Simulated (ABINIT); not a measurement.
Crystal: AlSn.

```xyz
2
Lattice="4.1981 0.0000 0.0000 -2.0991 3.6357 0.0000 0.0000 0.0000 3.3068" Properties=species:S:1:pos:R:3 pbc="T T T"
Sn    0.0000    2.4238    1.6534
Al    0.0000    0.0000    0.0000
```

The cell comes from a database or a generator and needn't be the stable form of this composition.

- Program: ABINIT 10.8.3 (patched build)
- Task: relaxation of cell and atoms
- Functional: LDA
- Potentials or basis: JTH PAW LDA v2.0
- Cutoff: 599 eV
- k mesh: 7 × 7 × 8
- Occupations: fermi-dirac, width 0.05 eV
- Spin: no spin polarisation

At the start: pressure -3.0 GPa; volume 25.24 Å³/atom.

**Question.** How do energy, volume and symmetry change on relaxing?

**Answer.** Over 5 steps the energy falls by 14.6 meV/atom and the volume is 23.77 Å³/atom (-5.8 %); space group P-6m2 (No. 187, to 0.05 Å).

The path:
```tsv
step	energy change (eV)	largest force (eV/Å)	pressure (GPa)	volume (Å³)
1	0.0000	0.0000	-3.01	50.47
2	-0.0081	0.0000	-2.59	50.01
3	-0.0288	0.0000	0.31	47.32
4	-0.0291	0.0000	-0.01	47.56
5	-0.0291	0.0000	-0.01	47.55
```

Final structure:
```
CELL_PARAMETERS angstrom
4.10433 0.00000 0.00000
-2.05217 3.55446 0.00000
0.00000 0.00000 3.25929
ATOMIC_POSITIONS crystal
Sn 0.33333 0.66667 0.50000
Al 0.00000 0.00000 0.00000
```
